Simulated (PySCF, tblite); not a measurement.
**C3H9BN2: geometry, infrared bands and NMR shifts**

Aim: predict the infrared bands and NMR shifts of C3H9BN2 (`N#CCC[BH2-][NH3+]`).

The runs use tblite 0.8.0 and PySCF 2.14.0, with density-fitted response routines of our own; the level of theory stands in each step. All values are computed, except where a source is named. Atoms count from 0, in the outputs and in this text.

**1. The starting structure**

15 atoms, charge 0, multiplicity 1; geometry from: force field or distance geometry start.

Bonds of the start (Å): N0–C1 1.16, C1–C2 1.46, C2–C3 1.55, C3–B4 1.62, B4–N5 1.54, C2–H6 1.11, C2–H7 1.11, C3–H8 1.10, C3–H9 1.10, B4–H10 1.20, B4–H11 1.19, N5–H12 1.05, N5–H13 1.05, N5–H14 1.04.

**2. Optimising the geometry with GFN2-xTB**

Job settings and geometry (Å):

```
{"job": {"kind": "relax", "xc": "GFN2-xTB", "basis": "xTB"}, "charge": 0, "multiplicity": 1}
N      3.879900     0.266200    -0.507200
C      2.843700    -0.099600    -0.123600
C      1.561500    -0.581100     0.387300
C      0.413500     0.234600    -0.256700
B     -1.023900    -0.276200     0.290900
N     -2.155700     0.544700    -0.365300
H      1.448700    -1.651400     0.126700
H      1.541300    -0.459200     1.493600
H      0.536800     1.300700     0.004400
H      0.440600     0.113500    -1.349600
H     -1.171300    -1.429500     0.011300
H     -1.078800    -0.154800     1.471100
H     -3.076300     0.205700     0.005200
H     -2.037300     1.554800    -0.120400
H     -2.127000     0.439700    -1.399200
```

Launch:

```sh
OMP_NUM_THREADS=1 python probes_run.py task.json out
```

This one command runs all jobs of the session in turn.

**Question.** This job is followed by: GFN2-xTB harmonic vibrations, gas phase; GIAO PBE0/pcSseg-1 NMR shielding, non-relativistic, gas phase. What will the session give for the following? strongest single infrared mode (GFN2-xTB); zero-point energy (GFN2-xTB); ¹³C shifts against TMS (PBE0/pcSseg-1); ¹H shifts against TMS (PBE0/pcSseg-1, means over atoms taken as alike); ¹⁵N shifts against NH3 (PBE0/pcSseg-1); ¹¹B shifts against BF3·OEt2 (PBE0/pcSseg-1).

**Answer**, as computed:

| quantity | value |
| --- | --- |
| strongest single infrared mode (GFN2-xTB) | 2452 cm⁻¹, 267 km/mol |
| zero-point energy (GFN2-xTB) | 77.6 kcal/mol |
| ¹³C shifts against TMS (PBE0/pcSseg-1) | 128.2, 25.2, 14.7 ppm |
| ¹H shifts against TMS (PBE0/pcSseg-1, means over atoms taken as alike) | 2.91, 2.11, 2.10, 0.70 ppm |
| ¹⁵N shifts against NH3 (PBE0/pcSseg-1) | 291.4, 46.6 ppm |
| ¹¹B shifts against BF3·OEt2 (PBE0/pcSseg-1) | -19.0 ppm |

What this shows: Over 39 steps the energy fell by 0.234 eV; of the close pairs, B4–N5 changed most, 1.544 to 1.648 Å. All 39 modes are real, so the xTB geometry is a minimum. The strongest single mode, at 2452 cm⁻¹, moves mainly H11 and H10. Unscaled tight-binding wavenumbers are off by several per cent, some by more. Its intensities can rank the bands wrongly. At PBE0/pcSseg-1: The widest tensor belongs to N0: span 484 ppm, with a paramagnetic part of -364 ppm.
